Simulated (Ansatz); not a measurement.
**HfIn4SiO6: single point with PBE**

Crystal: HfIn4SiO6.

```xyz
12
Lattice="3.2302 -5.5777 -0.0247 3.2302 5.5777 -0.0247 -1.4907 0.0000 6.3203" Properties=species:S:1:pos:R:3 pbc="T T T"
Hf    0.6440    0.0000    0.0526
In    4.1040   -1.7301    0.0202
In    4.1040    1.7301    0.0202
In    1.7482   -1.8121    3.0400
In    1.7482    1.8121    3.0400
Si    4.8557    0.0000    2.7718
O     4.0293   -1.3765    2.3731
O     4.0293    1.3765    2.3731
O    -0.2525    0.0000    1.8631
O     5.2892    0.0000    4.3477
O     1.7422   -1.5806    0.4557
O     1.7422    1.5806    0.4557
```

The cell was built by a generator and needn't be a form met in nature.

```
Program             : Ansatz 0.2.0
Task                : single point
Functional          : PBE
Potentials or basis : Ansatz PAW earlier set
Cutoff              : 900 eV
Density cutoff      : 3600 eV
k mesh              : 5 × 5 × 4
Occupations         : fermi-dirac, width 0.05 eV
Spin                : no spin polarisation
```

The pressure is 0.0 GPa and the largest force is 0.009 eV/Å. The band gap on the k mesh is 0.64 eV, indirect (least direct gap 0.90 eV).

Forces in eV/Å, atoms in the order of the input:
```
Hf  -0.006  0.000 -0.004
In   0.003  0.003  0.003
In   0.003 -0.003  0.003
In  -0.001 -0.001 -0.002
In  -0.001  0.001 -0.002
Si  -0.004  0.000 -0.003
O    0.002  0.008  0.001
O    0.002 -0.008  0.001
O   -0.004  0.000  0.007
O   -0.002  0.000 -0.005
O    0.004 -0.003  0.001
O    0.004  0.003  0.001
```

Levels at points of the mesh, in eV from the valence-band top:
```
            k point  band 72  band 73  band 74  band 75  band 76  band 77  band 78  band 79
 (0.00, 0.00, 0.00)    -2.76    -1.14    -1.05    -0.43     1.64     1.91     2.11     2.86
(0.00, 0.00, -0.50)    -2.57    -2.19    -1.14    -0.06     1.42     1.92     2.06     2.63
```

It took 48 s on 8 threads of Arm Neoverse V1 (shared host), peak memory 3.7 GiB.

Caveat: odd divisions of the mesh miss points on the zone boundary, where band edges often lie, so the gap on the mesh can be too wide; spin-orbit coupling is left out, which moves the levels of the heavy elements. A k mesh can miss the band edges.
